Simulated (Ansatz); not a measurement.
# HgPt: one contact scaled

An exercise on one series of results from a longer session: the logs are not shown, and one member is left open.

Computed with Ansatz 0.2.0 (DFT, LDA, all-electron LAPW, scalar-relativistic, unless a step's input says otherwise).

3 further runs of the same task are left out: 2 that didn't finish, 1 set aside as unsound or not needed.

## The structure to begin with

Symmetry: P4/mmm, No. 123, tetragonal system. The conventional cell has a = 2.971 Å, b = 2.971 Å, c = 3.825 Å, α = 90.00°, β = 90.00°, γ = 90.00°. Hg (site symmetry 4/mmm) has 8 Pt at 2.84 Å and 4 Hg at 2.97 Å as nearest neighbours. Pt (site symmetry 4/mmm) is surrounded by 8 Hg at 2.84 Å and 4 Pt at 2.97 Å.

As a file:

```
Hg Pt
1.0
     2.97100    0.00000    0.00000
     0.00000    2.97100    0.00000
     0.00000    0.00000    3.82500
Hg Pt
1 1
Direct
  0.00000 0.00000 0.00000
  0.50000 0.50000 0.50000
```

Atoms are numbered in the order of the input: Hg1, Pt2.

The first run:

input.yaml reads:

```yaml
crystal:
  lattice:
    - [2.971, 0.0, 0.0]
    - [0.0, 2.971, 0.0]
    - [0.0, 0.0, 3.825]
  atoms:
    - { symbol: Hg, position: [0.0, 0.0, 0.0] }
    - { symbol: Pt, position: [0.5, 0.5, 0.5] }
kpoints:
  mp_grid: { grid: [10, 10, 8] }
scf:
  occupations: { method: fermi_dirac, width: 0.05 }
hamiltonian:
  xc: lda
  pseudopotentials: { kind: all_electron, lapw: { basis_error: 0.001 } }
output:
  forces: true
  stress: true
  eigenvalues: true
  populations: true
```

On the command line:

```sh
$ ansatz run input.yaml --threads 1 --pin off --max-ram 2048MiB --backend cpu --events-out ev --progress --plain --runs-dir out
```

Steps of the session up to this table: The bond as given, LAPW; Shortest bond scaled by 1.1, LAPW; Shortest bond scaled by 0.82, LAPW; Shortest bond scaled by 0.76, LAPW.

One of the session's tables, all rows but one given; the rest of the session is left out.

```
              method  length (Å)  F from the given length (eV/cell)  force along the bond (eV/Å)  pressure (GPa)  largest force (eV/Å)
                LAPW       2.159                              2.743                       12.839           47.51                12.954
                LAPW       2.330                              1.178                        6.271           22.52                 6.398
                LAPW       2.841                              0.000                        0.000           -1.60                 0.000
                LAPW       3.125                              0.280                       -2.210            4.99                 2.315
                 PAW       1.648                             24.469                       99.106          279.10                99.146
                 PAW       2.159                              2.738                       12.814           47.40                12.928
                 PAW       2.330                                  ?                            ?               ?                     ?
                 PAW       2.841                              0.000                        0.000           -1.62                 0.000
                 PAW       3.125                              0.280                       -2.207            4.97                 2.312
PAW (level accurate)       1.648                                  –                       99.448          280.59                99.489
```

**Question.** Estimate the row for PAW, 2.330.

As computed: F from the given length (eV/cell): 1.175; force along the bond (eV/Å): 6.260; pressure (GPa): 22.46; largest force (eV/Å): 6.387.

Caveats from the session: Rows by PAW come from runs of the same series that aren't printed here. Warnings in the runs' records: gradients without spin orbit.
